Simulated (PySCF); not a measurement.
# [Eu(H2O)3]2+: other functionals and bases at one geometry

Aim: see how levels, charges and forces of [Eu(H2O)3]2+ depend on the level of theory. It is a constructed species; whether it can be made isn't addressed.

Program: PySCF 2.14.0. Level of theory: several levels, as the steps say, no spin–orbit coupling. These are calculated values, not measurements.

3 further runs of the same task are left out: 2 for a known fault of the program, 1 that didn't finish.

**1. The starting structure**

10 atoms, charge 2, spin multiplicity 1.

Bond lengths: Eu1–O2 2.493 Å, Eu1–O5 2.493 Å, Eu1–O8 2.493 Å, O2–H3 0.985 Å, O2–H4 0.985 Å, O5–H6 0.985 Å, O5–H7 0.985 Å, O8–H9 0.985 Å, O8–H10 0.985 Å. Angles: O2–Eu1–O5 120.0°, O2–Eu1–O8 120.0°, O5–Eu1–O8 120.0°, Eu1–O2–H3 128.4°, Eu1–O2–H4 128.4°, H3–O2–H4 103.2°, Eu1–O5–H6 128.4°, Eu1–O5–H7 128.4°, H6–O5–H7 103.2°, Eu1–O8–H9 128.4°, Eu1–O8–H10 128.4°, H9–O8–H10 103.2°.

As a file:

```xyz
10
charge 2, multiplicity 1
Eu    0.00000    0.00000    0.00000
O     2.49321    0.00002    0.00000
H     3.10460    0.62504    0.45256
H     3.10461   -0.62500   -0.45256
O    -1.24662    2.15918    0.00000
H    -2.09360    2.37614    0.45256
H    -1.01104    3.00117   -0.45256
O    -1.24659   -2.15919    0.00000
H    -1.01100   -3.00118    0.45256
H    -2.09357   -2.37617   -0.45256
```

Formal oxidation states: Eu +2. Each metal's 7 4f electrons lie in its core potential, so multiplicities, spins and levels count the valence alone. An earlier session relaxed this geometry at BP86, Eu lcecp-0-SVP with ECP53, O def2-SVP, H def2-SVP (singlet, point group D3).

At BP86 on the finer grid: E = -258.093111 Eh, frontier levels not given, since the 4f levels lie in the core, Mulliken charge on Eu1 +1.34 e, largest force component 0.006 eV/Å. 

Levels to run: TPSSh; revPBE; M06-L; BLYP; BP86, TZVP; PBE0, SVP. Hardware: 2 threads of Arm Neoverse V2, shared host.

**2. TPSSh**

Contents of run.py (the lines that set the calculation):

```python
mol = gto.M(atom='''
Eu     0.00000     0.00000     0.00000
O      2.49321     0.00002     0.00000
H      3.10460     0.62504     0.45256
H      3.10461    -0.62500    -0.45256
O     -1.24662     2.15918     0.00000
H     -2.09360     2.37614     0.45256
H     -1.01104     3.00117    -0.45256
O     -1.24659    -2.15919     0.00000
H     -1.01100    -3.00118     0.45256
H     -2.09357    -2.37617    -0.45256''',
    basis={'Eu': 'lcecp-0-SVP', 'O': 'def2-SVP', 'H': 'def2-SVP'},
    ecp={'Eu': 'lcecp-0-SVP'},
    charge=2, spin=0)
mf = dft.RKS(mol, xc='TPSSH')
mf.grids.atom_grid = (75, 302)  # f atoms: unpruned, at least (60, 302)
mf = mf.density_fit()  # fitting sets: Eu AutoAux, O def2-universal-JKFIT, H def2-universal-JKFIT
mf.conv_tol = 1e-08; mf.max_cycle = 55
mf.kernel(dm0)  # dm0: the density of the relaxed state
```

Launch:

```console
$ OMP_NUM_THREADS=2 python run.py
```

**3. revPBE**

Changes to run.py (the lines that set the calculation) since step 2:

```diff
@@ -14,3 +14,3 @@
     charge=2, spin=0)
-mf = dft.RKS(mol, xc='TPSSH')
+mf = dft.RKS(mol, xc='PBE_R,PBE')
 mf.grids.atom_grid = (75, 302)  # f atoms: unpruned, at least (60, 302)
```

**4. M06-L**

Changes to run.py (the lines that set the calculation) since step 3:

```diff
@@ -14,3 +14,3 @@
     charge=2, spin=0)
-mf = dft.RKS(mol, xc='PBE_R,PBE')
+mf = dft.RKS(mol, xc='M06L')
 mf.grids.atom_grid = (75, 302)  # f atoms: unpruned, at least (60, 302)
```

**5. BLYP**

Changes to run.py (the lines that set the calculation) since step 4:

```diff
@@ -14,3 +14,3 @@
     charge=2, spin=0)
-mf = dft.RKS(mol, xc='M06L')
+mf = dft.RKS(mol, xc='BLYP')
 mf.grids.atom_grid = (75, 302)  # f atoms: unpruned, at least (60, 302)
```

**6. BP86, TZVP**

Basis: Eu lcecp-0-TZVP with ECP53, O def2-TZVP, H def2-TZVP. 

Changes to run.py (the lines that set the calculation) since step 5:

```diff
@@ -11,6 +11,6 @@
 H     -2.09357    -2.37617    -0.45256''',
-    basis={'Eu': 'lcecp-0-SVP', 'O': 'def2-SVP', 'H': 'def2-SVP'},
-    ecp={'Eu': 'lcecp-0-SVP'},
+    basis={'Eu': 'lcecp-0-TZVP', 'O': 'def2-TZVP', 'H': 'def2-TZVP'},
+    ecp={'Eu': 'lcecp-0-TZVP'},
     charge=2, spin=0)
-mf = dft.RKS(mol, xc='BLYP')
+mf = dft.RKS(mol, xc='B88,P86')
 mf.grids.atom_grid = (75, 302)  # f atoms: unpruned, at least (60, 302)
@@ -18,2 +18,2 @@
 mf.conv_tol = 1e-08; mf.max_cycle = 55
-mf.kernel(dm0)  # dm0: the density of the relaxed state
+mf.kernel(dm0)  # dm0: free metal ions and neutral atoms
```

**7. PBE0, SVP**

Basis: Eu def2-SVP with ECP28, O def2-SVP, H def2-SVP. The 4f electrons are now in the valence.

Contents of run.py (the lines that set the calculation):

```python
mol = gto.M(atom='''
Eu     0.00000     0.00000     0.00000
O      2.49321     0.00002     0.00000
H      3.10460     0.62504     0.45256
H      3.10461    -0.62500    -0.45256
O     -1.24662     2.15918     0.00000
H     -2.09360     2.37614     0.45256
H     -1.01104     3.00117    -0.45256
O     -1.24659    -2.15919     0.00000
H     -1.01100    -3.00118     0.45256
H     -2.09357    -2.37617    -0.45256''',
    basis={'Eu': 'def2-SVP', 'O': 'def2-SVP', 'H': 'def2-SVP'},
    ecp={'Eu': 'def2-SVP'},
    charge=2, spin=7)
mf = dft.UKS(mol, xc='PBE0')
mf.grids.atom_grid = (75, 302)  # f atoms: unpruned, at least (60, 302)
mf = mf.density_fit()  # fitting sets: Eu def2-universal-JKFIT, O def2-universal-JKFIT, H def2-universal-JKFIT
mf.conv_tol = 1e-08; mf.max_cycle = 55
mf.kernel(dm0)  # dm0: free metal ions and neutral atoms
```

Before running it: what results should come out? Wanted: for each run, charge on Eu1; dipole; largest force.

The runs gave:

| level | state | charge on Eu1 (e) | dipole (D) | largest force (eV/Å) | basis functions | time |
| --- | --- | --- | --- | --- | --- | --- |
| BP86 (relaxed here) | singlet | 1.34 | 0.00 | 0.01 | 103 | 13 s |
| TPSSh | singlet | 1.40 | 0.00 | 0.38 | 103 | 8.1 s |
| revPBE | singlet | 1.34 | 0.00 | 0.17 | 103 | 5 s |
| M06-L | singlet | 1.48 | 0.00 | 0.69 | 103 | 8.6 s |
| BLYP | singlet | 1.31 | 0.00 | 0.05 | 103 | 4.9 s |
| BP86, TZVP | singlet | 1.65 | 0.00 | 0.40 | 176 | 13 s |
| PBE0, SVP | octet | 1.43 | 0.00 | 0.61 | 150 | 26 s |

Times are on 2 threads of Arm Neoverse V2, shared host; the first row also made further properties. The dipole of a charged species depends on the origin, so these sizes hold for this origin alone.

The largest leftover force, 0.69 eV/Å with M06-L, stands at a geometry relaxed at another level. The Mulliken charge on Eu spans +1.31 to +1.65 e over the levels. With 4f in the core, its levels are missing from HOMO and gap. Total energies of different levels can't be compared. Spin–orbit coupling is left out throughout.
